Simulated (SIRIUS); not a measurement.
The system is TiSn.

```
Ti Sn
1.0
     0.00000    2.80055    2.80055
     2.80055    0.00000    2.80055
     2.80055    2.80055    0.00000
Ti Sn
1 1
Direct
  0.00000 0.00000 0.00000
  0.50000 0.50000 0.50000
```

The cell was built by a generator and needn't be a form met in nature.

Base run:

```yaml
Program: SIRIUS 7.10.0
Functional: revPBE
Potentials_or_basis: PseudoDojo 0.4.1 PBE standard (scalar relativistic)
Cutoff: 1152 eV
Density_cutoff: 4606 eV
k_mesh: 8 × 8 × 8
Occupations: fermi-dirac, width 0.05 eV
Spin: no spin polarisation
```

Its results: band gap on the k mesh none (metal or under the smearing width); pressure 1.7 GPa.

After a change of settings the same cell gave: band gap on the k mesh none (metal or under the smearing width); pressure 4.2 GPa. Which change was it?
A. functional from revPBE to PBE; libxc names from ["XC_GGA_X_PBE_R", "XC_GGA_C_PBE"] to ["XC_GGA_X_PBE", "XC_GGA_C_PBE"]
B. functional from revPBE to AM05; libxc names from ["XC_GGA_X_PBE_R", "XC_GGA_C_PBE"] to ["XC_GGA_X_AM05", "XC_GGA_C_AM05"]
C. functional from revPBE to BLYP; libxc names from ["XC_GGA_X_PBE_R", "XC_GGA_C_PBE"] to ["XC_GGA_X_B88", "XC_GGA_C_LYP"]
D. functional from revPBE to B86bPBE; libxc names from ["XC_GGA_X_PBE_R", "XC_GGA_C_PBE"] to ["XC_GGA_X_B86_MGC", "XC_GGA_C_PBE"]

C.

Caveats: the potentials were made for another functional, which shifts forces and pressure.

Not every run made on this cell is shown here.
